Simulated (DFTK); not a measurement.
Write the native input for DFTK 0.8.2 that does the following.

- Task: single point
- Functional: PBE
- Potentials or basis: dojo.nc.sr.pbe.v0_4_1.standard.upf (PBE)
- Cutoff: 1143 eV
- k mesh: 9 × 9 × 9
- Occupations: fermi-dirac, width 0.05 eV
- Spin: no spin polarisation
- Valence electrons: O 6, Si 4
- SCF tolerance on the density: 1e-06

Crystal: SiO.

```xyz
2
Lattice="0.0000 2.4336 2.4336 2.4336 0.0000 2.4336 2.4336 2.4336 0.0000" Properties=species:S:1:pos:R:3 pbc="T T T"
Si    3.6505    3.6505    3.6505
O     0.0000    0.0000    0.0000
```

The cell was built by a generator and needn't be a form met in nature.

These files were run (other wordings do the same):

run.jl

```julia
using DFTK
using PseudoPotentialData
using Unitful, UnitfulAtomic
using LinearAlgebra, Printf
include("save.jl")
disable_threading()

# lattice vectors are the columns
lattice = austrip(1u"Å") * [           0.0        2.43364        2.43364;
                  2.43364            0.0        2.43364;
                  2.43364        2.43364            0.0]
symbols   = [:Si, :O]
positions = [[0.75, 0.75, 0.75],
             [0.0, 0.0, 0.0]]
pseudopotentials = PseudoFamily("dojo.nc.sr.pbe.v0_4_1.standard.upf")
elements = Dict(s => ElementPsp(s, pseudopotentials) for s in unique(symbols))
atoms    = [elements[s] for s in symbols]

build_model(lattice, positions; symmetries=true) =
    model_DFT(lattice, atoms, positions;
              functionals=PBE(),
              temperature=austrip(0.05u"eV"),
              smearing=Smearing.FermiDirac(),
              symmetries)
Ecut  = 42.0  # hartree
kgrid = [9, 9, 9]
tol   = 1e-6
to_GPa = ustrip(uconvert(u"GPa", 1u"hartree/bohr^3"))

model = build_model(lattice, positions)
basis = PlaneWaveBasis(model; Ecut, kgrid)
display(basis)
scfres = self_consistent_field(basis;
                               tol,
                               nbandsalg=AdaptiveBands(model; n_bands_converge=10))
display(scfres.energies)
@printf "Fermi level: %.6f eV\n" ustrip(auconvert(u"eV", something(scfres.εF, NaN)))
forces = compute_forces_cart(scfres)
println("Forces (eV/Å)")
for (s, f) in zip(symbols, forces)
    @printf "%-3s %12.6f %12.6f %12.6f\n" s ustrip.(auconvert.(u"eV/Å", f))...
end
stress = compute_stresses_cart(scfres)
println("Stress (GPa)")
display(round.(stress * to_GPa; digits=4))
println("Levels at the first k-point (eV): ", round.(ustrip.(auconvert.(u"eV", scfres.eigenvalues[1][1:scfres.n_bands_converge])); digits=4))
save_scf!(scfres; forces, stress)
```

Potentials or basis: dojo.nc.sr.pbe.v0_4_1.standard.upf (PBE).

Run with:

```bash
$ julia --threads=1 run.jl  # save.jl only writes the numbers to a file and isn't shown; printed stress counts tension as positive; times include loading and compiling
```

Results of the run:

The pressure is -0.1 GPa and the band gap on the k mesh is none (metal or under the smearing width).

Wall time 90 s on 1 thread of Intel(R) Xeon(R) 6975P-C (Granite Rapids) (shared host), peak memory 1.8 GiB.
